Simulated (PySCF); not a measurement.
# AlH8NOSi: the cost of one run

Computed with PySCF 2.14.0, with density-fitted response routines of our own, on a single molecule in the gas phase. Atoms count from 0, in the outputs and in this text.

## (1) The starting structure

12 atoms, charge 0, multiplicity 1; geometry from: GFN2-xTB. The atoms were then displaced at random by about 0.01 Å, so the start is not that level's minimum.

Bonds of the start (Å): N0–Al1 2.11, Al1–O2 1.71, O2–Si3 1.57, N0–H4 1.00, N0–H5 1.01, N0–H6 1.01, Al1–H7 1.56, Al1–H8 1.57, Si3–H9 1.47, Si3–H10 1.47, Si3–H11 1.49.

## (2) Relaxing the molecule at PBE0-D3(BJ)/def2-SVP

Job settings and geometry (Å):

```
{"job": {"xc": "PBE0", "basis": "def2-SVP", "d3": "d3bj", "grid": 1, "shake": 0.01, "kind": "geom"}, "charge": 0, "multiplicity": 1}
N      1.920810    -0.576860     0.235470
Al     0.682780     1.128100     0.183240
O     -0.829560     0.355700     0.018250
Si    -2.239570    -0.319370    -0.128380
H      2.890090    -0.365990     0.315480
H      1.749110    -1.091520    -0.617740
H      1.609770    -1.113580     1.026460
H      1.250310     1.834670    -1.091580
H      1.011880     1.709110     1.609490
H     -2.046660    -1.765310    -0.301970
H     -2.943620     0.254770    -1.284590
H     -3.015660    -0.077990     1.115080
```

The run is started by

```
> OMP_NUM_THREADS=1 python probes_run.py task.json out
```

The driver reads the jobs from task.json and runs them one after another.

**Question.** How long does this first job take on 1 thread of Arm Neoverse V1, shared host, and how much memory does it need?

About 45 s, with a peak of 0.42 GiB.
